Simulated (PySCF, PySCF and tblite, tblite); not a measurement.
**C2H7BFN: a path driven as rotation about a bond, and NMR exchange**

Aim: the barrier and rate of rotation about a bond in C2H7BFN (`CN(C)BF`), and what it does to NMR lines.

Computed with tblite 0.8.0 (tight binding) and PySCF 2.14.0 (DFT, with response routines of our own); each step states its level. Atoms count from 0 throughout.

## 1. The starting structure

12 atoms, charge 0, multiplicity 1; geometry from: force field or distance geometry start.

Bonds of the start (Å): B3–F4 1.44, B3–H11 1.19, C0–H5 1.12, C0–H6 1.11, C0–H7 1.10, C0–N1 1.47, C2–H10 1.11, C2–H8 1.12, C2–H9 1.11, N1–B3 1.54, N1–C2 1.46.

## 2. GFN2-xTB relaxation, start minimum

Job settings and geometry (Å):

```
{"job": {"xc": "GFN2-xTB", "basis": "xTB", "kind": "relax"}, "charge": 0, "multiplicity": 1}
C     -0.508500    -1.247500    -0.088100
N      0.230600    -0.038200    -0.481800
C     -0.608300     1.144200    -0.350700
B      1.463200     0.117600     0.427600
F      2.787500     0.099900    -0.131600
H     -1.394800    -1.378200    -0.765000
H     -0.884200    -1.178300     0.959000
H      0.125200    -2.146000    -0.193200
H     -1.487000     1.053100    -1.032700
H     -0.061800     2.055800    -0.662300
H     -0.991500     1.285000     0.685800
H      1.330800     0.231900     1.606900
```

On the command line:

```
$ OMP_NUM_THREADS=1 python ens_run.py task.json out
```

The driver reads the study from task.json and runs its stages one after another.

What it wrote:

```text
step      E/eV     max force
  0    -456.26281    3.513
  1    -456.52524    1.996
  2    -456.59684    2.054
  3    -456.63351    0.649
  4    -456.65396    0.391
  5    -456.66288    0.299
  6    -456.67020    0.288
  7    -456.67629    0.194
  8    -456.67973    0.234
  9    -456.68276    0.224
 10    -456.68559    0.157
 11    -456.68826    0.149
 12    -456.69062    0.154
 13    -456.69313    0.162
 14    -456.69650    0.163
 15    -456.70045    0.143
 16    -456.70322    0.110
 17    -456.70466    0.073
 18    -456.70547    0.061
 19    -456.70584    0.043
 20    -456.70607    0.032
 21    -456.70619    0.018
 22    -456.70624    0.020
 23    -456.70628    0.022
 24    -456.70634    0.027
 25    -456.70645    0.030
 26    -456.70659    0.043
 27    -456.70679    0.058
 28    -456.70706    0.062
 29    -456.70742    0.054
 30    -456.70785    0.048
 31    -456.70829    0.054
 32    -456.70874    0.054
 33    -456.70928    0.058
 34    -456.70994    0.059
 35    -456.71055    0.070
 36    -456.71108    0.078
 37    -456.71187    0.113
 38    -456.71365    0.202
 39    -456.71439    0.566
 40    -456.72247    0.661
 41    -456.74129    0.578
 42    -456.85944    0.724
 43    -456.89786    1.466
 44    -456.90884    1.373
 45    -456.89974    1.453
 46    -456.91602    1.312
 47    -456.92467    1.257
 48    -456.97060    0.970
 49    -457.03739    0.990
 50    -457.13822    1.402
 51    -457.26667    1.597
 52    -457.28309    1.305
 53    -457.40139    0.889
 54    -457.47908    1.002
 55    -457.57048    0.765
 56    -457.63394    1.323
 57    -457.70391    0.592
 58    -457.73833    0.446
 59    -457.76470    0.307
 60    -457.77422    0.210
 61    -457.78068    0.338
 62    -457.78393    0.232
 63    -457.78782    0.248
 64    -457.78991    0.199
 65    -457.79235    0.142
 66    -457.79873    0.140
 67    -457.80453    0.271
 68    -457.81244    0.352
 69    -457.81850    0.283
 70    -457.82267    0.131
 71    -457.82524    0.147
 72    -457.82737    0.151
 73    -457.82955    0.138
 74    -457.83169    0.119
 75    -457.83409    0.144
 76    -457.83661    0.140
 77    -457.83899    0.148
 78    -457.84106    0.119
 79    -457.84270    0.111
 80    -457.84389    0.096
 81    -457.84451    0.090
 82    -457.84531    0.047
 83    -457.84559    0.034
 84    -457.84574    0.035
 85    -457.84590    0.040
 86    -457.84604    0.030
 87    -457.84613    0.021
 88    -457.84618    0.018
 89    -457.84622    0.018
 90    -457.84627    0.018
 91    -457.84631    0.017
 92    -457.84633    0.017
 93    -457.84635    0.014
 94    -457.84636    0.008
 95    -457.84637    0.007
 96    -457.84637    0.004
 97    -457.84638    0.004
 98    -457.84638    0.004
 99    -457.84638    0.006
100    -457.84639    0.007
101    -457.84639    0.008
102    -457.84640    0.011
103    -457.84642    0.014
104    -457.84644    0.017
105    -457.84646    0.014
106    -457.84648    0.012
107    -457.84650    0.010
108    -457.84652    0.010
109    -457.84653    0.008
110    -457.84654    0.006
111    -457.84654    0.004
112    -457.84654    0.004
113    -457.84655    0.002
```

Wall time 0.2 s (1 thread of AMD EPYC 9R45, shared host).

Relaxing gained 1.584 eV and moved the atoms by 0.73 Å on average (rms).

## 3. Relaxed scan, rotation

Job settings and geometry (Å):

```
{"job": {"xc": "GFN2-xTB", "basis": "xTB", "coordinate": [["t", [4, 3, 1, 0], 0.25], ["t", [4, 3, 1, 2], 0.25], ["t", [11, 3, 1, 0], 0.25], ["t", [11, 3, 1, 2], 0.25]], "kind": "drive"}, "charge": 0, "multiplicity": 1}
C     -0.473514    -1.242303    -0.142501
N      0.180387     0.037245     0.033404
C     -0.731214     1.150299    -0.092186
B      1.531689     0.173950     0.293130
F      2.283929    -0.929182     0.388666
H     -0.930676    -1.302553    -1.134598
H     -1.258189    -1.374891     0.608251
H      0.255897    -2.040558    -0.038493
H     -1.196899     1.152260    -1.082465
H     -0.194040     2.084372     0.047059
H     -1.524212     1.080777     0.658729
H      2.058040     1.209898     0.434977
```

What it wrote:

```text
point  coordinate     E/eV
  0    -75.900     -457.79735
  1    -61.700     -457.65277
  2    -47.400     -457.42346
  3    -32.700     -457.13271
  4    -16.900     -456.85238
  5      0.100     -456.72381
  6     16.800     -456.84717
  7     32.700     -457.13642
  8     47.400     -457.42541
  9     61.700     -457.65315
 10     75.900     -457.79578
 11     90.000     -457.84376
```

Run time: 0.62 s. Hardware: 1 thread of AMD EPYC 9R45, shared host.

The highest point is number 5, 24.8 kcal/mol above the first.

## 4. Nudged elastic band, leg 1

Changed since step 3:

```diff
@@ -1,2 +1,2 @@
-{"job": {"xc": "GFN2-xTB", "basis": "xTB", "coordinate": [["t", [4, 3, 1, 0], 0.25], ["t", [4, 3, 1, 2], 0.25], ["t", [11, 3, 1, 0], 0.25], ["t", [11, 3, 1, 2], 0.25]], "kind": "drive"}, "charge": 0, "multiplicity": 1}
+{"job": {"xc": "GFN2-xTB", "basis": "xTB", "kind": "neb"}, "charge": 0, "multiplicity": 1}
 C     -0.473514    -1.242303    -0.142501
```

What it wrote:

```text
image   E - E0 / eV
  0       0.0000
  1       0.1300
  2       0.6456
  3       1.1232
  4       0.6676
  5       0.1118
  6       0.0000
```

Wall time 0.74 s (1 thread of AMD EPYC 9R45, shared host).

The highest point is number 3, 25.9 kcal/mol above the first.

## 5. Saddle search, leg 1

Job settings and geometry (Å):

```
{"job": {"xc": "GFN2-xTB", "basis": "xTB", "kind": "saddle"}, "charge": 0, "multiplicity": 1}
C     -0.492628    -1.248050     0.137535
N      0.077447     0.062163     0.411340
C     -0.713951     1.127938    -0.183467
B      1.517713     0.174212     0.230694
F      2.049610     0.065289    -0.974438
H     -0.593929    -1.452215    -0.938361
H     -1.481543    -1.302740     0.597817
H      0.142427    -2.013937     0.578723
H     -0.766087     1.060671    -1.280240
H     -0.277982     2.087909     0.087003
H     -1.728196     1.076292     0.217030
H      2.267120     0.362468     1.116365
```

What it wrote:

```text
step      E/eV     max force
  0    -456.72335   0.0116
  1    -456.72433   0.0732
  2    -456.72432   0.0185
  3    -456.72451   0.0369
  4    -456.72457   0.0032
lowest wavenumbers (cm-1): -290.3 147.4 174.9 202.1 226.6 371.0
```

It took 0.47 s on 1 thread of AMD EPYC 9R45, shared host.

Point group Cs; 1 imaginary mode, 290i cm⁻¹, carried by H11, F4, B3. Steps downhill from it reached both ends.

## 6. Saddle search, other pyramid

Job settings and geometry (Å):

```
{"job": {"xc": "GFN2-xTB", "basis": "xTB", "kind": "saddle"}, "charge": 0, "multiplicity": 1}
C     -0.583519     1.277173     0.868799
N      0.077800     0.061905     0.418228
C     -0.356375    -1.100377     1.178350
B      1.516561     0.173509     0.219545
F      2.031053     0.064887    -0.993093
H     -0.367386     1.517519     1.920043
H     -1.661832     1.151214     0.754547
H     -0.259720     2.109556     0.246776
H     -0.121889    -1.022920     2.250169
H      0.129264    -1.988457     0.778024
H     -1.436741    -1.208640     1.064756
H      2.277977     0.360092     1.094762
```

What it wrote:

```text
step      E/eV     max force
  0    -456.70112   0.3772
  1    -456.70914   0.0183
  2    -456.70915   0.0014
lowest wavenumbers (cm-1): -323.7 159.5 164.4 196.2 241.7 345.5
```

Wall time 0.46 s (1 thread of AMD EPYC 9R45, shared host).

Point group Cs; 1 imaginary mode, 324i cm⁻¹, carried by H11, B3, F4. Steps downhill from it reached both ends.

## 7. Shieldings, start: PBE0/pcSseg-1

Job settings and geometry (Å):

```
{"job": {"kind": "nmr", "xc": "PBE0", "basis": "pcSseg-1", "pop": false}, "charge": 0, "multiplicity": 1}
C     -0.473514    -1.242303    -0.142501
N      0.180387     0.037245     0.033404
C     -0.731214     1.150299    -0.092186
B      1.531689     0.173950     0.293130
F      2.283929    -0.929182     0.388666
H     -0.930676    -1.302553    -1.134598
H     -1.258189    -1.374891     0.608251
H      0.255897    -2.040558    -0.038493
H     -1.196899     1.152260    -1.082465
H     -0.194040     2.084372     0.047059
H     -1.524212     1.080777     0.658729
H      2.058040     1.209898     0.434977
```

What it wrote:

```text
coarse grid: 9752 points
cycle   1  E = -259.5690067146  dE =  4.133e-01  |g| = 4.713e-01  |ddm| = 2.773e+00
cycle   2  E = -259.5475308049  dE =  2.148e-02  |g| = 6.403e-01  |ddm| = 7.558e-01
cycle   3  E = -259.6088212208  dE = -6.129e-02  |g| = 5.198e-02  |ddm| = 4.237e-01
cycle   4  E = -259.6092664361  dE = -4.452e-04  |g| = 2.300e-02  |ddm| = 5.186e-02
cycle   5  E = -259.6093692447  dE = -1.028e-04  |g| = 9.051e-03  |ddm| = 2.080e-02
cycle   6  E = -259.6093862129  dE = -1.697e-05  |g| = 1.847e-03  |ddm| = 6.325e-03
cycle   7  E = -259.6093868418  dE = -6.289e-07  |g| = 4.038e-04  |ddm| = 1.084e-03
final grid: 93824 points
cycle   8  E = -259.6401538116  dE = -3.751e-05  |g| = 7.122e-03  |ddm| = 2.121e-02
cycle   9  E = -259.6401497750  dE =  4.037e-06  |g| = 8.280e-03  |ddm| = 1.162e-02
cycle  10  E = -259.6401656837  dE = -1.591e-05  |g| = 1.148e-03  |ddm| = 6.242e-03
cycle  11  E = -259.6401659521  dE = -2.684e-07  |g| = 2.254e-04  |ddm| = 7.585e-04
cycle  12  E = -259.6401659602  dE = -8.102e-09  |g| = 8.419e-05  |ddm| = 1.663e-04
cycle  13  E = -259.6401659615  dE = -1.288e-09  |g| = 2.081e-05  |ddm| = 6.313e-05
cycle  14  E = -259.6401659615  dE = -7.140e-11  |g| = 4.805e-06  |ddm| = 1.609e-05
converged SCF energy = -259.6401659615

GIAO shielding tensors (ppm)
atom      isotropic    diamagn.    paramagn.     s11        s22        s33       span
  0 C      150.334     246.102     -95.768    125.319    141.811    183.871     58.552
  1 N      163.757     324.812    -161.056     58.199    215.838    217.233    159.034
  2 C      146.188     245.257     -99.069    124.847    128.938    184.778     59.931
  3 B       75.228     195.919    -120.690     45.949     88.425     91.312     45.363
  4 F      284.334     469.805    -185.470    143.630    264.159    445.214    301.583
  5 H       29.378      29.642      -0.264     25.295     27.072     35.767     10.472
  6 H       29.377      29.645      -0.268     25.294     27.070     35.767     10.473
  7 H       27.828      29.853      -2.025     22.905     28.139     32.441      9.537
  8 H       29.094      29.495      -0.401     25.121     26.923     35.238     10.117
  9 H       28.427      29.847      -1.420     24.488     27.094     33.697      9.209
 10 H       29.092      29.497      -0.404     25.119     26.921     35.238     10.119
 11 H       27.513      31.098      -3.585     24.729     27.563     30.249      5.521
```

Run time: 3.9 s. Hardware: 1 thread of AMD EPYC 9R45, shared host; peak memory 0.54 GiB.

Key values: HOMO -7.33 eV, LUMO 1.04 eV; dipole 2.54 D.

## 8. Shieldings, saddle of leg 1: PBE0/pcSseg-1

Job settings and geometry (Å):

```
{"job": {"kind": "nmr", "xc": "PBE0", "basis": "pcSseg-1", "pop": false}, "charge": 0, "multiplicity": 1}
C     -0.488626    -1.248597     0.137199
N      0.077800     0.061905     0.418228
C     -0.715823     1.128948    -0.172344
B      1.516561     0.173509     0.219545
F      2.031053     0.064887    -0.993093
H     -0.529932    -1.475382    -0.938187
H     -1.502440    -1.284923     0.540360
H      0.112888    -2.009205     0.631443
H     -0.769869     1.065488    -1.269080
H     -0.280499     2.088467     0.100803
H     -1.729090     1.074811     0.230366
H      2.277977     0.360092     1.094762
```

What it wrote:

```text
coarse grid: 9752 points
cycle   1  E = -259.5184277996  dE =  3.831e-01  |g| = 4.985e-01  |ddm| = 2.798e+00
cycle   2  E = -259.4856539960  dE =  3.277e-02  |g| = 7.003e-01  |ddm| = 8.604e-01
cycle   3  E = -259.5644729046  dE = -7.882e-02  |g| = 5.101e-02  |ddm| = 4.852e-01
cycle   4  E = -259.5648245914  dE = -3.517e-04  |g| = 2.816e-02  |ddm| = 5.839e-02
cycle   5  E = -259.5649814806  dE = -1.569e-04  |g| = 6.440e-03  |ddm| = 2.512e-02
cycle   6  E = -259.5649888697  dE = -7.389e-06  |g| = 2.048e-03  |ddm| = 5.181e-03
final grid: 93824 points
cycle   7  E = -259.5967659838  dE = -4.045e-05  |g| = 7.191e-03  |ddm| = 2.005e-02
cycle   8  E = -259.5967588774  dE =  7.106e-06  |g| = 9.217e-03  |ddm| = 1.495e-02
cycle   9  E = -259.5967781487  dE = -1.927e-05  |g| = 9.049e-04  |ddm| = 8.197e-03
cycle  10  E = -259.5967782935  dE = -1.447e-07  |g| = 2.375e-04  |ddm| = 6.521e-04
cycle  11  E = -259.5967783024  dE = -8.916e-09  |g| = 7.715e-05  |ddm| = 1.700e-04
cycle  12  E = -259.5967783034  dE = -9.876e-10  |g| = 2.240e-05  |ddm| = 5.857e-05
converged SCF energy = -259.5967783034

GIAO shielding tensors (ppm)
atom      isotropic    diamagn.    paramagn.     s11        s22        s33       span
  0 C      150.002     245.920     -95.918    121.129    144.340    184.537     63.408
  1 N      234.877     324.701     -89.824    191.850    242.176    270.603     78.753
  2 C      149.990     245.920     -95.930    121.134    144.297    184.540     63.406
  3 B       59.579     194.534    -134.955     22.553     71.418     84.765     62.212
  4 F      184.371     470.700    -286.329    -47.037    156.327    443.823    490.860
  5 H       29.344      30.077      -0.733     24.611     27.814     35.607     10.996
  6 H       29.365      29.741      -0.376     25.012     27.332     35.749     10.737
  7 H       29.071      29.707      -0.637     24.952     26.633     35.627     10.674
  8 H       29.339      30.074      -0.735     24.600     27.814     35.603     11.003
  9 H       29.067      29.702      -0.635     24.943     26.631     35.626     10.684
 10 H       29.364      29.741      -0.377     25.022     27.329     35.743     10.721
 11 H       26.938      29.975      -3.037     24.141     25.877     30.795      6.654
```

Wall time 3.6 s (1 thread of AMD EPYC 9R45, shared host); peak memory 0.55 GiB.

This run: HOMO -6.39 eV, LUMO -0.58 eV; dipole 1.04 D.

## 9. Single-point energy: PBE0/pcSseg-1

Job settings and geometry (Å):

```
{"job": {"kind": "sp", "xc": "PBE0", "basis": "pcSseg-1", "pop": false}, "charge": 0, "multiplicity": 1}
C     -0.585119     1.276352     0.866845
N      0.083777     0.063892     0.428289
C     -0.358416    -1.100373     1.175797
B      1.524545     0.176159     0.234827
F      1.998460     0.062707    -0.985630
H     -0.374037     1.522361     1.918936
H     -1.662255     1.144834     0.749723
H     -0.264274     2.108409     0.243379
H     -0.130782    -1.028064     2.250474
H      0.126537    -1.988589     0.775961
H     -1.438071    -1.205490     1.055222
H      2.324827     0.363265     1.087084
```

What it wrote:

```text
coarse grid: 9752 points
cycle   1  E = -259.5189926759  dE =  3.915e-01  |g| = 4.982e-01  |ddm| = 2.807e+00
cycle   2  E = -259.4828399638  dE =  3.615e-02  |g| = 7.130e-01  |ddm| = 8.709e-01
cycle   3  E = -259.5655522854  dE = -8.271e-02  |g| = 4.938e-02  |ddm| = 4.975e-01
cycle   4  E = -259.5658762045  dE = -3.239e-04  |g| = 2.767e-02  |ddm| = 5.385e-02
cycle   5  E = -259.5660323685  dE = -1.562e-04  |g| = 6.159e-03  |ddm| = 2.678e-02
cycle   6  E = -259.5660389994  dE = -6.631e-06  |g| = 2.227e-03  |ddm| = 6.097e-03
final grid: 93824 points
cycle   7  E = -259.5975644121  dE = -3.922e-05  |g| = 7.191e-03  |ddm| = 1.960e-02
cycle   8  E = -259.5975563838  dE =  8.028e-06  |g| = 9.444e-03  |ddm| = 1.668e-02
cycle   9  E = -259.5975766039  dE = -2.022e-05  |g| = 8.943e-04  |ddm| = 9.294e-03
cycle  10  E = -259.5975767476  dE = -1.437e-07  |g| = 2.194e-04  |ddm| = 6.362e-04
cycle  11  E = -259.5975767552  dE = -7.560e-09  |g| = 7.120e-05  |ddm| = 1.441e-04
cycle  12  E = -259.5975767561  dE = -8.611e-10  |g| = 2.088e-05  |ddm| = 5.143e-05
converged SCF energy = -259.5975767561
```

Run time: 1.7 s. Hardware: 1 thread of AMD EPYC 9R45, shared host; peak memory 0.54 GiB.

In short: HOMO -6.36 eV, LUMO -0.53 eV; dipole 1.80 D.

## 10. The path in numbers

Job settings and geometry (Å):

```
{"job": {"smiles": "CN(C)BF", "charge": 0, "mult": 1, "motion": "rotation", "what": "aminoborane", "atoms": [3, 1], "drives": [{"terms": [["t", [4, 3, 1, 0], 0.25], ["t", [4, 3, 1, 2], 0.25], ["t", [11, 3, 1, 0], 0.25], ["t", [11, 3, 1, 2], 0.25]], "by": 180, "n": 12}], "flip": [3, 1], "study": "path", "level": {"kind": "nmr", "xc": "PBE0", "basis": "pcSseg-1"}, "fields": [80, 600, 900], "first": 3, "seed": 592, "kind": "path"}, "charge": 0, "multiplicity": 1}
C     -0.473514    -1.242303    -0.142501
N      0.180387     0.037245     0.033404
C     -0.731214     1.150299    -0.092186
B      1.531689     0.173950     0.293130
F      2.283929    -0.929182     0.388666
H     -0.930676    -1.302553    -1.134598
H     -1.258189    -1.374891     0.608251
H      0.255897    -2.040558    -0.038493
H     -1.196899     1.152260    -1.082465
H     -0.194040     2.084372     0.047059
H     -1.524212     1.080777     0.658729
H      2.058040     1.209898     0.434977
```

What it wrote:

```text
stationary points (kcal/mol above the start)
  n  kind          group   xTB      DFT    lowest mode
  0  minimum      Cs       0.00     0.00     163.3
  1  saddle       Cs      25.87    27.19    -290.3
  2  saddle       Cs      26.23    26.72    -323.7
  3  minimum      Cs       0.00     0.00     163.6

GFN2-xTB energies: T/K, barrier G, reaction G (kcal/mol), k forward, k back (1/s)
 150.00    24.37    -0.00   2.96e-23   2.95e-23
 200.00    24.37    -0.00   3.19e-14   3.18e-14
 250.00    24.38    -0.00   8.64e-09   8.64e-09
 298.15    24.40    -0.00   2.84e-05   2.84e-05
 350.00    24.44     0.00     0.0145     0.0145
 400.00    24.48     0.00        1.3        1.3
 500.00    24.60     0.00        706        707

PBE0/pcSseg-1 + D3(BJ) energies: T/K, barrier G, reaction G (kcal/mol), k forward, k back (1/s)
 150.00    25.06    -0.00   2.19e-24   2.19e-24
 200.00    25.04    -0.00   4.31e-15    4.3e-15
 250.00    25.04    -0.00    1.7e-09    1.7e-09
 298.15    25.05    -0.00   7.15e-06   7.15e-06
 350.00    25.07    -0.00    0.00445    0.00445
 400.00    25.10    -0.00      0.457      0.457
 500.00    25.18     0.00        304        305
```

Wall time 13 s (1 thread of AMD EPYC 9R45, shared host); peak memory 0.55 GiB. This counts the whole study up to here.

Barriers by level (kcal/mol; entropies in cal/(mol K)). Zero-point and thermal terms come from xTB in every row. ΔG‡ leaves symmetry out; the rate counts equivalent paths (a factor of 2) and all 2 saddles; effective ΔG‡, where given, is the barrier that would give that rate by Eyring's equation alone:

```tsv
level	ΔE‡	with zero-point	ΔH‡	ΔS‡	ΔG‡ (298 K)	ΔE of reaction	k at 298 K (1/s)	effective ΔG‡
GFN2-xTB	25.87	24.39	24.25	-0.5	24.40	0.00	2.8e-05	23.66
PBE0/pcSseg-1 + D3(BJ)	26.72	25.10	24.99	-0.2	25.05	0.00	7.2e-06	24.47
```

Sites that the driver pairs across this motion, and where their lines would merge (no couplings; faster rotations, inversion at nitrogen or exchange between molecules can average them sooner):

```tsv
nucleus	sites: shielding (ppm)	proton frequency (MHz)	spread (Hz)	coalescence (K)	lines at 298 K
13C	C0: 150.3; C2: 146.2	80	83	490	2
13C	C0: 150.3; C2: 146.2	600	626	531	2
13C	C0: 150.3; C2: 146.2	900	938	540	2
```

## 11. Outcome

```
                        quantity                               value
barrier (PBE0/pcSseg-1 + D3(BJ))  ΔE‡ 26.7, ΔG‡(298 K) 25.1 kcal/mol
              barrier (GFN2-xTB)                   ΔE‡ 25.9 kcal/mol
                   rate at 298 K                         7.2e-06 s⁻¹
                 end of the path   the start, renumbered or mirrored
           coalescence of 13C C0                    540 K at 900 MHz
```

In words: DFT puts the top 26.7 kcal/mol above the start (xTB: 25.9); the rate from the DFT barrier is 7.2e-06 s⁻¹ at 298 K. An error of 1.4 kcal/mol changes that rate tenfold. The 13C lines of C0 and its partners, 938 Hz apart at 900 MHz, merge at 540 K, so by this path alone the exchange at 298 K is slow for them; other paths were not followed.
